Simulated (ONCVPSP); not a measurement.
**Pseudopotential generation for molybdenum: ONCV, PBE**

Do these settings give a usable potential? It is generated, then checked for transferability, scattering, ghosts and hardness.

Method: ONCVPSP 4.0.1, PBE, scalar-relativistic.

**1. Settings**

Typed settings, in words:

| Item | Value |
| --- | --- |
| element | molybdenum (Mo, Z = 42) |
| type | optimised norm-conserving Vanderbilt (ONCV) |
| frozen core | [Ar] 3d10 |
| valence charge | 14 |
| reference configuration | 4s2 4p6 4d4 5s2 |
| partial waves | 4s+5s: rc 1.60 bohr, ncon 4, nbas 7, qcut 7.8 1/bohr, 2 projectors; 4p: rc 1.30 bohr, ncon 3, nbas 6, qcut 7.3 1/bohr, 2 projectors, debl 0.7 Ha; 4d: rc 1.90 bohr, ncon 5, nbas 10, qcut 8.2 1/bohr, 2 projectors, debl 1.1 Ha; f scattering state at 0.46 Ha: rc 2.05 bohr, ncon 4, nbas 8, qcut 4.9 1/bohr, 2 projectors, debl 1 Ha |
| local potential | polynomial inside 1.10 bohr (lpopt 5, dvloc0 0 Ha) |
| core correction | not asked for |

The nodes and maxima of the atom's own shells, from an earlier all-electron run, set the scale for the radii.

All-electron outer shells of the reference configuration (PBE, scalar-relativistic, ld1.x):

| shell | level (eV) | outermost node (bohr) | outermost maximum (bohr) |
| --- | --- | --- | --- |
| 3d | -223.96 | – | 0.32 |
| 4s | -67.10 | 0.51 | 0.99 |
| 4p | -41.09 | 0.52 | 1.06 |
| 4d | -5.65 | 0.53 | 1.35 |
| 5s | -4.88 | 1.33 | 2.86 |
| 5p | -1.43 | 1.52 | 3.81 |

**2. Generation**

Contents of Mo.dat:

```
# ATOM AND REFERENCE CONFIGURATION
# atsym  z   nc   nv     iexc    psfile
  Mo 42.00    6    4        4      upf
#
#   n    l    f
    1    0    2.00
    2    0    2.00
    2    1    6.00
    3    0    2.00
    3    1    6.00
    3    2   10.00
    4    0    2.00
    4    1    6.00
    4    2    4.00
    5    0    2.00
#
# PSEUDOPOTENTIAL AND OPTIMIZATION
# lmax
    3
#
#   l,   rc,      ep,       ncon, nbas, qcut
    0    1.60    0.00    4    7    7.80
    1    1.30    0.00    3    6    7.30
    2    1.90    0.00    5   10    8.20
    3    2.05    0.46    4    8    4.90
#
# LOCAL POTENTIAL
# lloc, lpopt,  rc(5),   dvloc0
    4    5    1.10    0.00
#
# VANDERBILT-KLEINMAN-BYLANDER PROJECTORs
# l, nproj, debl
    0    2    0.80
    1    2    0.70
    2    2    1.10
    3    2    1.00
#
# MODEL CORE CHARGE
# icmod, fcfact, rcfact
    0    0.00    0.00
#
# LOG DERIVATIVE ANALYSIS
# epsh1, epsh2, depsh
   -4.00    5.00    0.02
#
# OUTPUT GRID
# rlmax, drl
    6.00    0.01
#
# TEST CONFIGURATIONS
# ncnf
    4
# nvcnf
#   n    l    f
    4
    4    0    2.00
    4    1    6.00
    4    2    5.00
    5    0    1.00
#
    4
    4    0    2.00
    4    1    6.00
    4    2    5.00
    5    0    0.00
#
    4
    4    0    2.00
    4    1    6.00
    4    2    4.00
    5    0    0.00
#
    5
    4    0    2.00
    4    1    6.00
    4    2    4.00
    5    0    1.00
    5    1    1.00
#
```

Run with:

```bash
$ oncvpsp.x < Mo.dat > Mo.out
```

Q: Predict the outcome of this session. Wanted: cutoffs for 1 and 0.1 mHa per electron, occupied waves; bound ghosts; GHOST(+) flags; largest test error; largest phase difference near zero energy, channels read; projector energies reset by the program.

**Answer**, as computed:

| quantity | value |
| --- | --- |
| cutoffs for 1 and 0.1 mHa per electron, occupied waves | 24 Ha and 60 Ha |
| bound ghosts | none found |
| GHOST(+) flags | s at 178 eV |
| largest test error (AE − PS) | -6.1 meV, for 4s2 4p6 4d5 5s0 |
| largest phase difference near zero energy, channels read | 0.000 rad |
| projector energies reset by the program | p: -1.510, 0.250 Ha |

What this shows: The worst unpolarised test, 4s2 4p6 4d5 5s0, is off by 6.1 meV on 6.7 eV; by total energies transferability rates as good. By its cutoff, 24 Ha for the looser tolerance, it is of middling hardness. The tighter tolerance needs 60 Ha, and converged work needs a cutoff nearer that. It is free of bound ghosts as far as tested. Near zero energy the phases of the channels with partial waves agree within 0.001 rad. The program also flags highly localised states, GHOST(+) (s). These are tests on the free atom; a crystal test is still owed.
